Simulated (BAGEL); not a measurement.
# B2NH2OF (SMILES OB1NB1F): HF/def2-SVP (density fitting with qzvpp-jkfit)

Aim: the energy change on altering one bond length of B2NH2OF at HF/def2-SVP (density fitting with qzvpp-jkfit), from 2 runs. 

The calculation is run with BAGEL 1.2.2.

1 further run of the same task is left out (set aside as unsound or not needed). Runs told in other sessions of the task aren't counted.

**1. Starting point**

B2NH2OF: 7 atoms, total charge 0, spin state singlet. SMILES: `OB1NB1F`. The coordinates come from a PBE0-D4/def2-TZVP relaxation. This is one conformer, not always the lowest.

Bond lengths: O1–B2 1.347 Å, B2–N3 1.423 Å, B2–B4 1.598 Å, N3–B4 1.403 Å, B4–F5 1.317 Å, O1–H6 0.959 Å, N3–H7 1.012 Å. Angles: O1–B2–N3 134.0°, O1–B2–B4 171.0°, N3–B2–B4 55.0°, B2–N3–B4 68.8°, B2–B4–N3 56.2°, B2–B4–F5 168.4°, N3–B4–F5 135.4°, B2–O1–H6 112.9°, B2–N3–H7 144.6°, B4–N3–H7 146.6°.

**2. The energy at HF/def2-SVP (density fitting with qzvpp-jkfit)**

Contents of input.json:

```json
{ "bagel": [

{
  "title": "molecule",
  "basis": "svp",
  "df_basis": "qzvpp-jkfit",
  "angstrom": true,
  "geometry": [
    { "atom": "O", "xyz": [      -1.276700,       0.176400,       1.308100 ] },
    { "atom": "B", "xyz": [      -0.379000,       0.150200,       0.304200 ] },
    { "atom": "N", "xyz": [       0.632200,      -0.768200,      -0.094800 ] },
    { "atom": "B", "xyz": [       0.587000,       0.339700,      -0.954100 ] },
    { "atom": "F", "xyz": [       1.250000,       0.724100,      -2.025300 ] },
    { "atom": "H", "xyz": [      -1.829400,       0.960200,       1.293400 ] },
    { "atom": "H", "xyz": [       1.077200,      -1.650400,       0.122900 ] }
  ]
},

{
  "title": "hf"
},

{
  "title": "print",
  "file": "orbitals.molden",
  "orbitals": true
}

]}
```

The run is started by

```bash
$ BAGEL_NUM_THREADS=1 BAGEL input.json > input.out
```

What it wrote:

```text
* using 1 threads per process

  ===============================================================
  ===============================================================

  *** Geometry ***

  { "atom" : "O", "xyz" : [     -2.412613,      0.333348,      2.471951 ] },
  { "atom" : "B", "xyz" : [     -0.716206,      0.283837,      0.574855 ] },
  { "atom" : "N", "xyz" : [      1.194685,     -1.451688,     -0.179146 ] },
  { "atom" : "B", "xyz" : [      1.109269,      0.641940,     -1.802988 ] },
  { "atom" : "F", "xyz" : [      2.362158,      1.368351,     -3.827262 ] },
  { "atom" : "H", "xyz" : [     -3.457065,      1.814515,      2.444172 ] },
  { "atom" : "H", "xyz" : [      2.035613,     -3.118804,      0.232247 ] },

  Number of auxiliary basis functions:      417

  Since a DF basis is specified, we compute 2- and 3-index integrals:
    o Being stored without compression. Storage requirement is 0.021 GB

  Number of basis functions:       80
  Number of electrons      :       36

    * METHOD: MOLECULE                             0.14

  *** RHF ***

  === Nuclear Repulsion ===
   135.2277846472

      * DIIS with orbital gradients will be used.

  === RHF iteration (svp) ===
      0       -278.90170270          0.02406569           0.04
      1       -279.10333269          0.01503731           0.03
      2       -279.18598595          0.00188086           0.03
      3       -279.18823232          0.00051939           0.03
      4       -279.18840803          0.00012869           0.03
      5       -279.18841971          0.00005233           0.03
      6       -279.18842113          0.00001765           0.03
      7       -279.18842137          0.00000291           0.03
      8       -279.18842138          0.00000147           0.04
      9       -279.18842138          0.00000057           0.03
     10       -279.18842138          0.00000014           0.03
     11       -279.18842138          0.00000006           0.04
     12       -279.18842138          0.00000003           0.04
     13       -279.18842138          0.00000001           0.03
    * SCF iteration converged.

    * Permanent dipole moment:
           (    0.244724,     0.119142,    -0.375571) a.u.

    * METHOD: HF                                   0.60

    * METHOD: PRINT                                0.01

  ===============================================================
```

Wall time 0.88 s (1 thread of Arm Neoverse V2, shared host); peak memory 0.098 GiB.

**3. The distorted shape at the same level**

Contents of input.json:

```json
{ "bagel" : [

{
  "title" : "molecule",
  "basis" : "svp",
  "df_basis" : "qzvpp-jkfit",
  "angstrom" : true,
  "geometry" : [
    { "atom" : "O", "xyz" : [   -0.613464,   -0.764154,    1.325740 ] },
    { "atom" : "B", "xyz" : [    0.284236,   -0.790354,    0.321840 ] },
    { "atom" : "N", "xyz" : [    1.295436,   -1.708754,   -0.077160 ] },
    { "atom" : "B", "xyz" : [    1.250236,   -0.600854,   -0.936460 ] },
    { "atom" : "F", "xyz" : [    1.913236,   -0.216454,   -2.007660 ] },
    { "atom" : "H", "xyz" : [   -1.829400,    0.960200,    1.293400 ] },
    { "atom" : "H", "xyz" : [    1.740436,   -2.590954,    0.140540 ] }
  ]
},
{
  "title" : "hf"
},
{
  "title" : "print",
  "file" : "orbitals.molden",
  "orbitals" : true
}

]}
```

The run is started by

```bash
$ BAGEL_NUM_THREADS=1 BAGEL input.json > input.out
```

What it wrote:

```text
* using 1 threads per process

  ===============================================================
  ===============================================================

  *** Geometry ***

  { "atom" : "O", "xyz" : [     -1.159279,     -1.444042,      2.505286 ] },
  { "atom" : "B", "xyz" : [      0.537128,     -1.493553,      0.608189 ] },
  { "atom" : "N", "xyz" : [      2.448019,     -3.229077,     -0.145811 ] },
  { "atom" : "B", "xyz" : [      2.362604,     -1.135450,     -1.769653 ] },
  { "atom" : "F", "xyz" : [      3.615492,     -0.409039,     -3.793928 ] },
  { "atom" : "H", "xyz" : [     -3.457065,      1.814515,      2.444172 ] },
  { "atom" : "H", "xyz" : [      3.288947,     -4.896193,      0.265582 ] },

  Number of auxiliary basis functions:      417

  Since a DF basis is specified, we compute 2- and 3-index integrals:
    o Being stored without compression. Storage requirement is 0.021 GB

  Number of basis functions:       80
  Number of electrons      :       36

    * METHOD: MOLECULE                             0.14

  *** RHF ***

  === Nuclear Repulsion ===
   131.8044428779

      * DIIS with orbital gradients will be used.

  === RHF iteration (svp) ===
      0       -278.49808736          0.02645420           0.04
      1       -278.43604702          0.03243334           0.04
      2       -278.92400563          0.00537225           0.03
      3       -278.93849273          0.00247498           0.03
      4       -278.94218419          0.00065582           0.04
      5       -278.94261678          0.00023168           0.04
      6       -278.94267472          0.00009872           0.03
      7       -278.94268531          0.00004366           0.04
      8       -278.94268736          0.00001568           0.04
      9       -278.94268760          0.00001062           0.03
     10       -278.94268773          0.00000485           0.03
     11       -278.94268776          0.00000214           0.03
     12       -278.94268777          0.00000120           0.03
     13       -278.94268777          0.00000063           0.04
     14       -278.94268777          0.00000031           0.03
     15       -278.94268777          0.00000021           0.04
     16       -278.94268777          0.00000011           0.04
     17       -278.94268777          0.00000005           0.03
     18       -278.94268777          0.00000003           0.03
     19       -278.94268777          0.00000002           0.03
     20       -278.94268777          0.00000001           0.03
    * SCF iteration converged.

    * Permanent dipole moment:
           (    0.273031,    -0.082406,    -0.241804) a.u.

    * METHOD: HF                                   0.84

    * METHOD: PRINT                                0.01

  ===============================================================
```

It took 1.1 s on 1 thread of Arm Neoverse V2, shared host; peak memory 0.098 GiB.

**4. Summary of results**

At HF/def2-SVP (density fitting with qzvpp-jkfit):

```
                                                         quantity          value
                                        first shape: total energy  -279.18842 Eh
                                       first shape: dipole moment         1.18 D
                                         first shape: HOMO energy      -10.45 eV
                                         first shape: LUMO energy        4.25 eV
                                       first shape: HOMO–LUMO gap       14.70 eV
                                    distorted shape: total energy  -278.94269 Eh
                                   distorted shape: dipole moment         0.95 D
                                     distorted shape: HOMO energy       -9.66 eV
                                     distorted shape: LUMO energy       -1.92 eV
                                   distorted shape: HOMO–LUMO gap        7.73 eV
energy change with the O1–H6 bond stretched from 0.959 to 2.110 Å       6.687 eV
```

In words: With the O1–H6 bond stretched from 0.959 to 2.110 Å the energy rises by 6.69 eV (154 kcal/mol). The first shape isn't relaxed at this level, so the change isn't measured from a minimum. A restricted reference can't describe the breaking bond well at this length.
